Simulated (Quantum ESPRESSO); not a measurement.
A run of Quantum ESPRESSO 7.5 is set up as follows.

The input pw.in:

```
&CONTROL
  calculation = 'scf'
  prefix = 'pwscf'
  outdir = './tmp'
  pseudo_dir = './pseudo'
  tprnfor = .true.
  tstress = .true.
  disk_io = 'nowf'
/
&SYSTEM
  ibrav = 0
  nat = 2
  ntyp = 2
  ecutwfc = 60
  ecutrho = 440
  nbnd = 19
  input_dft = 'pz'
  occupations = 'smearing'
  smearing = 'fd'
  degauss = 0.00367493
/
&ELECTRONS
  conv_thr = 4d-10
  electron_maxstep = 120
  mixing_beta = 0.3
/
ATOMIC_SPECIES
Mo    95.9500 Mo_ONCV_PBE-1.0.oncvpsp.upf
Se    78.9710 Se_pbe_v1.uspp.F.UPF
CELL_PARAMETERS angstrom
   3.5002295900    0.0000000000    0.0000000000
   0.0000000000    3.5002295900    0.0000000000
   0.0000000000    0.0000000000    3.5002295900
ATOMIC_POSITIONS angstrom
Mo     0.0000000000    0.0000000000    0.0000000000
Se     1.7501147950    1.7501147950    1.7501147950
K_POINTS automatic
8 8 8 0 0 0
HUBBARD {ortho-atomic}
U Mo-4d 5.0
```

Potentials or basis: SSSP 1.3 efficiency PBE.

Launch:

```bash
$ OMP_NUM_THREADS=1 pw.x -in pw.in > pw.out
```

Question: Predict the pressure.

Answer: -15.2 GPa.

Question: Estimate the band gap on the k mesh.

Answer: 0.86 eV, indirect (least direct gap 1.18 eV).

Eigenvalues of the final occupation matrices:
| site | spin | trace | eigenvalues |
| --- | --- | --- | --- |
| Mo 1 4d | each | 2.41 | 0.16 0.16 0.16 0.96 0.96 |

Caveat: the potentials were made for another functional, which shifts forces and pressure. A k mesh can miss the band edges.
